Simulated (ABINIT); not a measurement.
Something may be wrong with this ABINIT 10.8.3 (patched build) calculation of CsOs.

run.abi

```
# Datasets
ndtset 3

# Pseudopotentials
pp_dirpath "./"
pseudos "Cs.upf, Os.upf"

# Structure
acell 3*1.0
rprim
     2.9079483551     1.6789082782    11.6235353172
    -2.9079483551     1.6789082782    11.6235353172
     0.0000000000    -3.3578165563    11.6235353172
ntypat 2
znucl 55 76
natom 2
typat 1 2
xred
            1/2            1/2            1/2
            0.0            0.0            0.0

# Plane-wave basis
ecut 33.0

# k points
ngkpt 16 16 16
nshiftk 1
shiftk 0.0 0.0 0.0
istwfk *1

# Exchange and correlation
ixc 7

# Bands and occupations
occopt 7
tsmear 0.00499791

# SCF cycle
nstep 50

# Output
iomode 3
prteig 0
prtebands 0

# Dataset 1: ground state
nband1 17
tolvrs1 1.0e-12
prtden1 1
prtwf1 0
kptopt1 1

# Dataset 2: empty bands at fixed density
iscf2 -3
getden2 1
nband2 28
nbdbuf2 4
tolwfr2 1.0e-12
nstep2 120
prtden2 0
kptopt2 1

# Dataset 3: wave functions and velocity matrix elements in the full zone
optdriver3 8
wfk_task3 "wfk_optics_fullbz"
getwfk3 2
nband3 24
kptopt3 1
prtevk3 0
inclvkb3 2
```

Potentials or basis: PseudoDojo NC SR LDA v0.4 stringent.

Run with:

```console
$ abinit run.abi > log 2>&1
```

run.abo:

```text
.Version 10.8.3 of ABINIT
 DATASET    1 : space group R-3 m (#166); Bravais hR (rhombohedral)
================================================================================
 Values of the parameters that define the memory need for DATASET  1.
     intxc =       0    ionmov =       0      iscf =       7    lmnmax =       8
     lnmax =       8     mgfft =      64  mpssoang =       4    mqgrid =    3001
     natom =       2  nloc_mem =       1    nspden =       1   nspinor =       1
    nsppol =       1      nsym =      12    n1xccc =    2501    ntypat =       2
    occopt =       7   xclevel =       1
       mpw =        3112          nfft =      262144          nkpt =         417
================================================================================
================================================================================
[... 13 lines left out ...]
 DATASET    3 : space group R-3 m (#166); Bravais hR (rhombohedral)
================================================================================
 Values of the parameters that define the memory need for DATASET  3.
[... 271 lines left out ...]

 mkfilename : getden/=0, take file _DEN from output of DATASET   1.

 Exchange-correlation functional for the present dataset will be:
  LDA: Perdew-Wang 92 LSD fit to Ceperley-Alder data - ixc=7
  J.P.Perdew and Y.Wang, PRB 45, 13244 (1992)

 Real(R)+Recip(G) space primitive vectors, cartesian coordinates (Bohr,Bohr^-1):
 R(1)=  2.9079499  1.6789092 11.6235353  G(1)=  0.1719423  0.0992711  0.0286774
 R(2)= -2.9079529  1.6789039 11.6235353  G(2)= -0.1719424  0.0992708  0.0286774
 R(3)=  0.0000030 -3.3578130 11.6235353  G(3)=  0.0000002 -0.1985419  0.0286774
 Unit cell volume ucvol=  3.4048905E+02 bohr^3
 Angles (23,13,12)=  2.78143937E+01  2.78143937E+01  2.78143937E+01 degrees

 getcut: wavevector=  0.0000  0.0000  0.0000  ngfft=  64  64  64
         ecut(hartree)=     33.000   => boxcut(ratio)=   2.04614
--------------------------------------------------------------------------------

================================================================================

--- !BeginCycle
iteration_state: {dtset: 2, }
solver: {iscf: -3, nstep: 120, nline: 4, wfoptalg: 0, }
tolerances: {tolwfr: 1.00E-12, }
...

     iter   Etot(hartree)      deltaE(h)  residm     vres2
```

Question: How did it end, and where is the flaw?

Answer: The run was cut off at its time limit. The input holds a flaw that was put in on purpose: velocity matrix elements not written (prtevk3 = 0).
